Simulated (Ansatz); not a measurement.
**C6H16HfO4: one species, many methods**

One table from this session's results is given with a row withheld; the runs are named, their logs left out.

The runs use Ansatz 0.2.0, Gaussian basis; functionals in def2-TZVPP, the program's frozen cores in correlated methods.

Plan: LDA (SPW92), PBE-D4, revPBE-D4, BLYP-D4, r2SCAN-D4, B97M-V, PBE0-D4, B3LYP-D4, r2SCANh-D4, r2SCAN0-D4, HSE06-D4, BHLYP-D4, CAM-B3LYP-D4, LC-ωPBE, ωB97X-V, ωB97M-V, B2PLYP, PBE-QIDH; CCSD(T)/def2-SVP; CCSD(T)/def2-TZVPP; MP2/def2-QZVPP; extrapolation to the limit; RPA on PBE.

### Structure used throughout

The geometry comes from an earlier relaxation with PBE0-D4 in a triple-zeta def2 set; it is a stationary point, not always the lowest conformer. Hf takes the def2 core potential; no spin-orbit term is included.

27 atoms, charge 0, spin multiplicity 1.

Atoms are counted from 1 here; the program's logs count them from 0.

Bond lengths: C1–C2 1.514 Å, C1–H12 1.092 Å, C1–H13 1.093 Å, C1–H14 1.093 Å, C2–O3 1.389 Å, C2–H15 1.098 Å, C2–H16 1.098 Å, O3–Hf4 1.927 Å, Hf4–O5 1.939 Å, Hf4–O6 1.925 Å, Hf4–O9 1.927 Å, O5–H17 0.950 Å, O6–C7 1.389 Å, C7–C8 1.514 Å, C7–H18 1.098 Å, C7–H19 1.098 Å, C8–H20 1.093 Å, C8–H21 1.093 Å and more. Angles: C2–C1–H12 110.6°, C2–C1–H13 110.6°, C2–C1–H14 110.6°, H12–C1–H13 108.4°, H12–C1–H14 108.2°, H13–C1–H14 108.4°, C1–C2–O3 111.7°, C1–C2–H15 109.8°, C1–C2–H16 109.8°, O3–C2–H15 109.3°, O3–C2–H16 109.3°, H15–C2–H16 106.9°, C2–O3–Hf4 174.4°, O3–Hf4–O5 110.1°, O3–Hf4–O6 109.1°, O3–Hf4–O9 108.8°, O5–Hf4–O6 109.4°, O5–Hf4–O9 110.7° and more.

The first run:

Input file in.yaml:

```yaml
crystal:
  periodic: [false, false, false]
  atoms:
    - {symbol: C, position_ang: [-1.061314, -1.501482, -2.837236]}
    - {symbol: C, position_ang: [-2.153688, -1.294194, -1.809815]}
    - {symbol: O, position_ang: [-1.751810, -0.427759, -0.801975]}
    - {symbol: Hf, position_ang: [-1.028805, 0.789441, 0.504691]}
    - {symbol: O, position_ang: [-2.218829, 2.303405, 0.733453]}
    - {symbol: O, position_ang: [0.690324, 1.411922, -0.098100]}
    - {symbol: C, position_ang: [1.906550, 1.801187, -0.643329]}
    - {symbol: C, position_ang: [2.131049, 1.183203, -2.006831]}
    - {symbol: O, position_ang: [-0.797771, -0.153014, 2.169715]}
    - {symbol: C, position_ang: [-0.382647, -0.855303, 3.294023]}
    - {symbol: C, position_ang: [1.126725, -0.892101, 3.406137]}
    - {symbol: H, position_ang: [-0.784390, -0.551871, -3.300844]}
    - {symbol: H, position_ang: [-1.396258, -2.184185, -3.622648]}
    - {symbol: H, position_ang: [-0.169643, -1.925735, -2.369588]}
    - {symbol: H, position_ang: [-3.051466, -0.891248, -2.297188]}
    - {symbol: H, position_ang: [-2.436533, -2.258633, -1.367207]}
    - {symbol: H, position_ang: [-2.878220, 2.901963, 1.064116]}
    - {symbol: H, position_ang: [2.717727, 1.508079, 0.036665]}
    - {symbol: H, position_ang: [1.935018, 2.896179, -0.721122]}
    - {symbol: H, position_ang: [1.343824, 1.487538, -2.700590]}
    - {symbol: H, position_ang: [2.124658, 0.092707, -1.940552]}
    - {symbol: H, position_ang: [3.093562, 1.498480, -2.418262]}
    - {symbol: H, position_ang: [-0.778563, -1.878731, 3.248948]}
    - {symbol: H, position_ang: [-0.811398, -0.386931, 4.189941]}
    - {symbol: H, position_ang: [1.565101, -1.379350, 2.531729]}
    - {symbol: H, position_ang: [1.531471, 0.120655, 3.471327]}
    - {symbol: H, position_ang: [1.433526, -1.444721, 4.298138]}
basis:
  gaussian: {orbitals: def2-TZVPP}
hamiltonian: {xc: lda}
output: {orbitals: {seedname: orbitals}}
```

Started as:

```sh
ansatz run in.yaml --threads 11 --pin off --events-out ev --progress --plain --max-ram 120832MiB --backend cuda --devices 0, --max-vram 75GiB
```

Steps of the session up to this table: LDA; PBE-D4 (GGA); revPBE-D4 (GGA); BLYP-D4 (GGA); r2SCAN-D4 (meta-GGA); B97M-V (meta-GGA); B3LYP-D4 (hybrid); r2SCANh-D4 (hybrid); r2SCAN0-D4 (hybrid); HSE06-D4 (hybrid); BHLYP-D4 (hybrid); CAM-B3LYP-D4 (range-separated); LC-ωPBE (range-separated); ωB97X-V (range-separated); ωB97M-V (range-separated); B2PLYP (double hybrid); PBE-QIDH (double hybrid).

One table of the session follows, with a row left open; its other results are not shown here.

It belongs to the step «Frontier levels by functional». 

```
  functional  HOMO (eV)  LUMO (eV)  gap (eV)
 LDA (SPW92)      -6.13      -0.63      5.49
      PBE-D4      -5.97      -0.43      5.54
   revPBE-D4      -5.91      -0.33      5.58
     BLYP-D4      -5.88      -0.40      5.48
   r2SCAN-D4      -6.29       0.10      6.38
      B97M-V      -6.42      -0.43      5.99
     PBE0-D4      -7.47       0.29      7.76
    B3LYP-D4      -7.24       0.00      7.24
  r2SCANh-D4      -6.85       0.31      7.15
  r2SCAN0-D4      -7.70       0.60      8.30
    HSE06-D4          ?          ?         ?
    BHLYP-D4      -8.93       0.82      9.76
CAM-B3LYP-D4      -8.89       0.97      9.86
     LC-ωPBE     -10.19       2.14     12.34
     ωB97X-V      -9.89       1.89     11.78
     ωB97M-V      -9.83       1.41     11.24
```

**Question.** Estimate the row for HSE06-D4.

**Answer.** HOMO (eV): -7.07; LUMO (eV): -0.07; gap (eV): 7.00. In the column «HOMO (eV)» it lies between B3LYP-D4 (-7.24) and r2SCANh-D4 (-6.85).
